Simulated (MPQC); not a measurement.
**InHF (SMILES [F][InH]): UB3LYP5/STO-3G**

What is the energy change on altering one bond length of InHF at UB3LYP5/STO-3G? 

Program for the calculation: MPQC 2.3.1.

6 further runs of the same task are left out: 3 that didn't finish, 3 set aside as unsound or not needed.

## 1. The system as given

InHF: 3 atoms, total charge 0, spin state doublet. As SMILES, `[F][InH]`. The shape is that of a PBE0-D4/def2-TZVP optimisation.

Bond lengths: F1–In2 1.970 Å, In2–H3 1.779 Å. Angles: F1–In2–H3 113.8°.

## 2. The energy at UB3LYP5/STO-3G

job.in

```
molecule<Molecule>: (
  symmetry = c1
  unit = angstrom
  { atoms geometry } = {
    F  [ 1.088400 0.989500 0.694300 ]
    In [ -0.522500 0.355100 -0.244800 ]
    H  [ -0.576900 -1.409400 -0.462800 ]
  }
)
basis<GaussianBasisSet>: (
  name = "STO-3G"
  molecule = $:molecule
  basisdir = "."
  puream = yes
)
mpqc: (
  checkpoint = no
  savestate = no
  restart = no
  do_energy = yes
  do_gradient = no
  optimize = no
  mole<UKS>: (
    molecule = $:molecule
    basis = $:basis
    total_charge = 0
    multiplicity = 2
    memory = 1000000000
    print_evals = yes
    maxiter = 100
    functional<SumDenFunctional>: (
      a0 = 0.2
      coefs = [ 0.8 0.72 0.19 0.81 ]
      funcs: [ <SlaterXFunctional>: () <Becke88XFunctional>: () <VWN5LCFunctional>: () <LYPCFunctional>: () ]
    )
  )
)
```

The basis set STO-3G is read from a file made from the Basis Set Exchange's data (not shown).

On the command line:

```sh
$ mpqc job.in > job.out
```

The program printed, shortened:

```text
MPQC: Massively Parallel Quantum Chemistry
[...]
  USCF::init: total charge = 0
[...]
  WARNING: BeckeIntegrationWeight usually uses the atomic maximum
           probability radius, however this is not available for
[...]
  Integrated electron density error = -0.008441395763
  iter     1 energy = -5782.2326644997 delta = 5.55469e-01
[...]
  Integrated electron density error = -0.000119520015
  iter    22 energy = -5783.5368662738 delta = 3.69558e-06
  Integrated electron density error = -0.000119518407
  iter    23 energy = -5783.5368662965 delta = 3.20201e-06
  Integrated electron density error = -0.000119517255
  iter    24 energy = -5783.5368663797 delta = 2.28733e-06
  Integrated electron density error = -0.000119516419
  iter    25 energy = -5783.5368663943 delta = 1.63068e-06
[...]
  <S^2>      = 0.753385
  total scf energy = -5783.5368663943
Value of the MolecularEnergy: -5783.5368663943
[...]
        symmetry = c1
[...]
        nbasis = 33
[...]
      nalpha = 30
      nbeta = 29
[...]
```

It took 10 s on 1 thread of Intel Xeon Platinum 8488C (Sapphire Rapids), shared host; peak memory 0.12 GiB.

## 3. The distorted shape, same level

run.in

```
% emacs should use -*- KeyVal -*- mode
molecule<Molecule>: (
   symmetry = c1
   unit = angstrom
   { atoms geometry } = {
      F  [ 1.085680       0.901265       0.683399 ]
      In [ -0.525220       0.266865      -0.255701 ]
      H  [ -0.576900      -1.409400      -0.462800 ]
   }
)
basis<GaussianBasisSet>: (
   name = "STO-3G"
   molecule = $:molecule
   basisdir = "."
   puream = yes
)
mpqc: (
   checkpoint = no
   savestate = no
   restart = no
   do_energy = yes
   do_gradient = no
   optimize = no
   mole<UKS>: (
      molecule = $:molecule
      basis = $:basis
      total_charge = 0
      multiplicity = 2
      memory = 1000000000
      print_evals = yes
      maxiter = 100
      functional<SumDenFunctional>: (
         a0 = 0.2
         coefs = [ 0.8 0.72 0.19 0.81 ]
         funcs: [ <SlaterXFunctional>: () <Becke88XFunctional>: () <VWN5LCFunctional>: () <LYPCFunctional>: () ]
      )
   )
)
```

The basis set STO-3G is read from a file made from the Basis Set Exchange's data (not shown).

On the command line:

```sh
$ mpqc -o run.out run.in
```

The program printed, shortened:

```text
MPQC: Massively Parallel Quantum Chemistry
[...]
  USCF::init: total charge = 0
[...]
  WARNING: BeckeIntegrationWeight usually uses the atomic maximum
           probability radius, however this is not available for
[...]
  Integrated electron density error = -0.008457535027
  iter     1 energy = -5782.2409897748 delta = 5.55428e-01
[...]
  Integrated electron density error = -0.000119398636
  iter    22 energy = -5783.5437976103 delta = 4.05414e-06
  Integrated electron density error = -0.000119396995
  iter    23 energy = -5783.5437973886 delta = 2.84922e-06
  Integrated electron density error = -0.000119395763
  iter    24 energy = -5783.5437973603 delta = 2.01689e-06
  Integrated electron density error = -0.000119395019
  iter    25 energy = -5783.5437972761 delta = 1.17879e-06
[...]
  <S^2>      = 0.752790
  total scf energy = -5783.5437972761
Value of the MolecularEnergy: -5783.5437972761
[...]
        symmetry = c1
[...]
        nbasis = 33
[...]
      nalpha = 30
      nbeta = 29
[...]
```

Run time: 8.4 s. Hardware: 1 thread of Intel Xeon Platinum 8488C (Sapphire Rapids), shared host; peak memory 0.12 GiB.

## 4. Results

Level: UB3LYP5/STO-3G.

| quantity | value |
| --- | --- |
| first shape: total energy | -5783.53687 Eh |
| first shape: ⟨S²⟩ | 0.753 |
| distorted shape: total energy | -5783.54380 Eh |
| distorted shape: ⟨S²⟩ | 0.753 |
| energy change with the In2–H3 bond shortened from 1.779 to 1.690 Å | -0.189 eV |

With the In2–H3 bond shortened from 1.779 to 1.690 Å the energy falls by 0.19 eV (18.2 kJ/mol). The first shape isn't relaxed at this level, so the change isn't measured from a minimum. The minimal basis adds a large error of its own. Relativity is left out (first shape) although the molecule holds a heavy atom. Relativity is left out (distorted shape) although the molecule holds a heavy atom.
